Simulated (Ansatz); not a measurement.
HfGe in Ansatz: convergence with smearing width

Input of the first run (smearing width 0.3 eV); the others differ in this setting and in those tied to it:

The input input.yaml:

```yaml
crystal:
  lattice:
    - [3.93350939, 0.0, 0.0]
    - [-1.96675469, 3.40651905, 0.0]
    - [0.0, 0.0, 3.50961939]
  atoms:
    - { symbol: Hf, position: [0.0, 0.0, 0.5] }
    - { symbol: Ge, position: [0.33333333, 0.66666667, 0.5] }
hamiltonian:
  xc: pbe
  pseudopotentials: { kind: nc_fr, accuracy: standard }
magnetization:
  noncollinear: true
  spin_orbit: true
kpoints:
  mp_grid: { grid: [7, 7, 6] }
scf:
  occupations: { method: gaussian, width: 0.3 }
output:
  forces: true
  stress: true
  eigenvalues: true
```

Potentials or basis: PseudoDojo standard (PBE files).

The run is started by

```sh
$ ansatz run input.yaml --threads 2 --pin off --max-ram 5632MiB --backend cpu --events-out ev --progress --plain --runs-dir out
```

The cell was built by a generator and needn't be a form met in nature.

Hardware: 2 threads of Arm Neoverse N1 (shared host).

Problem. The values tried are 0.3 eV, 0.2 eV, 0.15 eV, 0.1 eV, 0.05 eV, 0.025 eV, 0.01 eV, 0.005 eV, loosest first. From which on does the pressure stay within 0.1 GPa of the tightest run that finished?

Solution. From 0.2 eV on.

| smearing width | energy less the tightest run, at zero smearing (meV/atom) | pressure (GPa) | SCF cycles | CPU time (s) | peak memory (GiB) |
| --- | --- | --- | --- | --- | --- |
| 0.3 eV | -3.02 | 37.61 | 8 | 58 | 0.69 |
| 0.2 eV | -2.06 | 37.71 | 8 | 59 | 0.69 |
| 0.15 eV | -1.60 | 37.75 | 8 | 58 | 0.69 |
| 0.1 eV | -0.91 | 37.76 | 8 | 58 | 0.69 |
| 0.05 eV | -0.28 | 37.76 | 8 | 58 | 0.68 |
| 0.025 eV | -0.09 | 37.76 | 10 | 66 | 0.69 |
| 0.01 eV | -0.02 | 37.76 | 11 | 74 | 0.69 |
| 0.005 eV | 0.00 | 37.75 | 11 | 68 | 0.69 |

Against the tightest run, the energy stays within 1 meV/atom from 0.1 eV on. Narrower smearing needs a denser k mesh, so at a fixed mesh the narrowest width isn't the most accurate. The tightest run that finished is the yardstick and may itself not be fully converged.

Caveat, for the tightest run too: a pressure of tens of GPa on the cell as given is suspect, and the run, the potentials or the cell itself is likely at fault.
